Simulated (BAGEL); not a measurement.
# CH3FSSi (SMILES FC1[SiH2]S1): B3LYP/def2-SVPD (density fitting with qzvpp-jkfit)

Aim: the energy change on altering one bond length of CH3FSSi at B3LYP/def2-SVPD (density fitting with qzvpp-jkfit), from 2 runs. 

The results are computed with BAGEL 1.2.2.

30 further runs of the same task are left out: 30 set aside as unsound or not needed.

### Step 1. The molecule

CH3FSSi: 7 atoms, total charge 0, spin state singlet. SMILES: `FC1[SiH2]S1`. The shape is that of a PBE0-D4/def2-TZVP optimisation.

Bond lengths: F1–C2 1.366 Å, C2–Si3 1.856 Å, C2–S4 1.839 Å, Si3–S4 2.095 Å, C2–H5 1.087 Å, Si3–H6 1.477 Å, Si3–H7 1.480 Å. Some angles: F1–C2–Si3 119.7°, F1–C2–S4 114.8°, Si3–C2–S4 69.1°, C2–Si3–S4 55.1°, C2–S4–Si3 55.8°, F1–C2–H5 109.9°, Si3–C2–H5 123.7°, S4–C2–H5 112.9°, C2–Si3–H6 117.5°, C2–Si3–H7 120.9°.

### Step 2. The energy at B3LYP/def2-SVPD (density fitting with qzvpp-jkfit)

Contents of input.json:

```json
{ "bagel": [

{
  "title": "molecule",
  "basis": "def2-svpd.json",
  "df_basis": "qzvpp-jkfit",
  "angstrom": true,
  "geometry": [
    { "atom": "F", "xyz": [      -1.909000,       0.103100,       0.435700 ] },
    { "atom": "C", "xyz": [      -0.813100,       0.144100,      -0.378100 ] },
    { "atom": "Si", "xyz": [       0.883100,      -0.025600,       0.355100 ] },
    { "atom": "S", "xyz": [      -0.085400,      -1.497300,      -0.777900 ] },
    { "atom": "H", "xyz": [      -1.031700,       0.735800,      -1.262900 ] },
    { "atom": "H", "xyz": [       0.977500,      -0.211900,       1.817300 ] },
    { "atom": "H", "xyz": [       2.039800,       0.683800,      -0.235000 ] }
  ]
},

{ "title": "ks", "xc_func": "b3lyp" },

{ "title": "print", "file": "orbitals.molden", "orbitals": true }

]}
```

The basis set def2-SVPD is read from a file made from the Basis Set Exchange's data (not shown).

Command:

```sh
$ BAGEL_NUM_THREADS=1 BAGEL input.json > input.out
```

Log:

```text
* using 1 threads per process

  ===============================================================
  ===============================================================

  *** Geometry ***

  { "atom" : "F", "xyz" : [     -3.607487,      0.194831,      0.823354 ] },
  { "atom" : "C", "xyz" : [     -1.536536,      0.272310,     -0.714505 ] },
  { "atom" : "Si", "xyz" : [      1.668817,     -0.048377,      0.671042 ] },
  { "atom" : "S", "xyz" : [     -0.161383,     -2.829487,     -1.470018 ] },
  { "atom" : "H", "xyz" : [     -1.949630,      1.390460,     -2.386535 ] },
  { "atom" : "H", "xyz" : [      1.847207,     -0.400433,      3.434199 ] },
  { "atom" : "H", "xyz" : [      3.854663,      1.292195,     -0.444086 ] },

  Number of auxiliary basis functions:      462

  Since a DF basis is specified, we compute 2- and 3-index integrals:
    o Being stored without compression. Storage requirement is 0.051 GB

  Number of basis functions:      118
  Number of electrons      :       48

    * METHOD: MOLECULE                             0.25

  *** Kohn-Sham DFT ***

    * Removing 12733 points whose weight is below 1.00e-10
    * Grid points: 91609

  === Nuclear Repulsion ===
   213.4406715523

       - DIIS with orbital gradients will be used.

  === KS iteration (b3lyp / def2-svpd.json) ===
      0       -800.38057824          0.09704281           0.46
      1       -763.16848453          0.13227226           0.45
      2       -710.95121120          0.22790942           0.45
      3       -812.85291783          0.09164140           0.45
      4       -824.67800761          0.04812408           0.46
      5       -826.98402366          0.01558170           0.45
      6       -826.90894392          0.01803849           0.45
      7       -827.13397276          0.00382054           0.44
      8       -827.14071599          0.00212221           0.44
      9       -827.14366334          0.00073050           0.46
     10       -827.14402395          0.00027775           0.45
     11       -827.14408663          0.00004774           0.44
     12       -827.14408811          0.00001293           0.44
     13       -827.14408822          0.00000423           0.44
     14       -827.14408823          0.00000152           0.45
     15       -827.14408824          0.00000051           0.44
     16       -827.14408824          0.00000029           0.45
     17       -827.14408824          0.00000010           0.45
     18       -827.14408824          0.00000004           0.44
     19       -827.14408824          0.00000001           0.44
     20       -827.14408824          0.00000000           0.45
    * SCF iteration converged.

    * Permanent dipole moment:
           (   -0.735877,    -0.510959,     0.020736) a.u.

    * METHOD: KS                                   9.97

    * METHOD: PRINT                                0.03

  ===============================================================
```

Wall time 11 s (1 thread of Arm Neoverse V1, shared host); peak memory 0.5 GiB.

### Step 3. The distorted shape, same level

Contents of calc.json:

```json
{ "bagel" : [

{
  "title" : "molecule",
  "basis" : "def2-svpd.json",
  "df_basis" : "qzvpp-jkfit",
  "angstrom" : true,
  "geometry" : [
    { "atom" : "F", "xyz" : [      -2.022281,       0.326661,      -1.318951 ] },
    { "atom" : "C", "xyz" : [      -0.926381,       0.367661,      -2.132751 ] },
    { "atom" : "Si", "xyz" : [       0.769819,       0.197961,      -1.399551 ] },
    { "atom" : "S", "xyz" : [      -0.198681,      -1.273739,      -2.532551 ] },
    { "atom" : "H", "xyz" : [      -1.144981,       0.959361,      -3.017551 ] },
    { "atom" : "H", "xyz" : [       0.977500,      -0.211900,       1.817300 ] },
    { "atom" : "H", "xyz" : [       1.926519,       0.907361,      -1.989651 ] }
  ]
},

{
  "title" : "ks",
  "xc_func" : "b3lyp"
},

{
  "title" : "print",
  "file" : "orbitals.molden",
  "orbitals" : true
}

]}
```

The basis set def2-SVPD is read from a file made from the Basis Set Exchange's data (not shown).

Command:

```sh
$ BAGEL_NUM_THREADS=1 BAGEL calc.json > calc.out
```

Log:

```text
* using 1 threads per process

  ===============================================================
  ===============================================================

  *** Geometry ***

  { "atom" : "F", "xyz" : [     -3.821557,      0.617300,     -2.492456 ] },
  { "atom" : "C", "xyz" : [     -1.750606,      0.694779,     -4.030315 ] },
  { "atom" : "Si", "xyz" : [      1.454747,      0.374092,     -2.644768 ] },
  { "atom" : "S", "xyz" : [     -0.375453,     -2.407018,     -4.785828 ] },
  { "atom" : "H", "xyz" : [     -2.163701,      1.812930,     -5.702345 ] },
  { "atom" : "H", "xyz" : [      1.847207,     -0.400433,      3.434199 ] },
  { "atom" : "H", "xyz" : [      3.640593,      1.714664,     -3.759895 ] },

  Number of auxiliary basis functions:      462

  Since a DF basis is specified, we compute 2- and 3-index integrals:
    o Being stored without compression. Storage requirement is 0.051 GB

  Number of basis functions:      118
  Number of electrons      :       48

    * METHOD: MOLECULE                             0.25

  *** Kohn-Sham DFT ***

    * Removing 11798 points whose weight is below 1.00e-10
    * Grid points: 92544

  === Nuclear Repulsion ===
   208.8776337487

       - DIIS with orbital gradients will be used.

  === KS iteration (b3lyp / def2-svpd.json) ===
      0       -800.75932676          0.09561576           0.50
      1       -763.94315972          0.12601532           0.47
      2       -793.28493553          0.15220656           0.45
      3       -816.79359111          0.07326237           0.46
      4       -823.19393615          0.05955766           0.46
      5       -825.72731713          0.03477917           0.47
      6       -826.72018970          0.01008286           0.48
      7       -826.57787500          0.01148442           0.46
      8       -826.93140170          0.00522739           0.46
      9       -826.95350608          0.00445331           0.47
     10       -826.98003710          0.00181452           0.45
     11       -826.97617758          0.00226922           0.46
     12       -826.97833971          0.00196448           0.46
     13       -826.98394075          0.00065454           0.47
     14       -826.98443540          0.00042767           0.46
     15       -826.98455733          0.00008095           0.46
     16       -826.98456523          0.00003293           0.47
     17       -826.98456606          0.00001709           0.46
     18       -826.98456617          0.00001223           0.46
     19       -826.98456617          0.00000960           0.47
     20       -826.98456629          0.00000175           0.47
     21       -826.98456629          0.00000130           0.47
     22       -826.98456629          0.00000090           0.47
     23       -826.98456629          0.00000024           0.47
     24       -826.98456629          0.00000008           0.47
     25       -826.98456629          0.00000008           0.47
     26       -826.98456629          0.00000003           0.46
     27       -826.98456629          0.00000000           0.47
    * SCF iteration converged.

    * Permanent dipole moment:
           (   -0.516497,    -0.464343,     0.978554) a.u.

    * METHOD: KS                                  13.58

    * METHOD: PRINT                                0.03

  ===============================================================
```

It took 14 s on 1 thread of Arm Neoverse V1, shared host; peak memory 0.51 GiB.

### Step 4. Summary of results

Level: B3LYP/def2-SVPD (density fitting with qzvpp-jkfit).

| quantity | value |
| --- | --- |
| first shape: total energy | -827.14409 Eh |
| first shape: dipole moment | 2.28 D |
| first shape: HOMO energy | -7.34 eV |
| first shape: LUMO energy | -1.02 eV |
| first shape: HOMO–LUMO gap | 6.32 eV |
| distorted shape: total energy | -826.98457 Eh |
| distorted shape: dipole moment | 3.05 D |
| distorted shape: HOMO energy | -6.66 eV |
| distorted shape: LUMO energy | -4.46 eV |
| distorted shape: HOMO–LUMO gap | 2.20 eV |
| energy change with the Si3–H6 bond stretched from 1.477 to 3.249 Å | 4.341 eV |

One bond (distorted shape) is far stretched, which a spin-restricted single reference describes badly; a broken-symmetry solution may lie lower. With the Si3–H6 bond stretched from 1.477 to 3.249 Å the energy rises by 4.34 eV (419 kJ/mol). The first shape isn't relaxed at this level, so the change isn't measured from a minimum. A restricted reference can't describe the breaking bond well at this length.
